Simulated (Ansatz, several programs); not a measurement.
Li₃FO (antiperovskite), relaxed with PBE in Ansatz (plane waves, PAW): it is cubic, Pm-3m (No. 221); a = 3.681 Å in the conventional setting, 9.98 Å³ an atom. F is surrounded by 12 Li at 2.60 Å; O is surrounded by 6 Li at 1.84 Å; Li is surrounded by 2 O at 1.84 Å and 4 F at 2.60 Å. The cell was then scaled with its shape and fractional coordinates held. Simulation only: spin-unpolarised, and no claim that this is the phase found in nature.

```csv
V (Å³/atom),E (meV/atom)
9.377,7.49
9.975,0.00
10.275,1.51
10.574,5.97
```

Q: Pass a cubic E = c₀ + c₁u + c₂u² + c₃u³, with u = V − 10.050 Å³, through these points.

A: c₀ = 0.08, c₁ = +2.401, c₂ = 18.219, c₃ = -2.5510 (meV and Å³).

Q: Where is the minimum, and what bulk modulus follows?

A: dE/du = 0 at u = -0.065, so V₀ = 9.98 Å³. B = V₀ d²E/dV² = 9.98 × (2c₂ + 6c₃u) = 9.98 × 37.432 = 374 meV/Å³, and 1 meV/Å³ is 0.16022 GPa: 60 GPa. A third-order Birch-Murnaghan fit to all five points gives 9.98 Å³ and 60 GPa.

Q: Predict the energy and the pressure at the withheld volume, 9.676 Å³.

A: With u = -0.374: E ≈ 1.86 meV and P = −dE/dV ≈ +1.97 GPa. The run gives 1.79 meV and, from its stress, +1.95 GPa.
